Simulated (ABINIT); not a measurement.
Ba2Tl5V3O12, 22 atoms in the cell. The typed cell holds 22 atoms: a = 6.653 Å, b = 8.840 Å, c = 9.892 Å, α = 71.07°, β = 73.99°, γ = 70.69°. The cell was built by a generator and needn't be a form met in nature.

- Program: ABINIT 10.8.3 (patched build)
- Task: single point
- Functional: PBE
- Potentials or basis: Ansatz PAW PBE generated set soft_1, frozen core
- Cutoff: 490 eV
- k mesh: 2 × 2 × 2
- Occupations: fermi-dirac, width 0.05 eV
- Spin: collinear spin, ferromagnetic start
- Starting moments: [0.0, 0.0, 2.0, 2.0, 2.0, 0.0, 0.0, 0.0, 0.0, 0.0, 0.0, 0.0, 0.0, 0.0, 0.0, 0.0, 0.0, 0.0, 0.0, 0.0, 0.0, 0.0] μB
- Fine-grid cutoff: 979.61 eV

Potentials or basis: Ansatz PAW PBE generated set soft_1, frozen core.

The run is started by

```console
$ mpirun --bind-to none -np 4 abinit run.abi > log 2>&1
```

Hardware: 4 MPI ranks on Intel(R) Xeon(R) 6975P-C (Granite Rapids) (shared host).

Estimate the wall time of this run.

Run time: 18 min on 4 MPI ranks on Intel(R) Xeon(R) 6975P-C (Granite Rapids), on a shared host, peak memory 3.2 GiB a rank. Counts: scf iterations 40, mpi ranks 4, k points 8, bands 120, plane waves 6295.
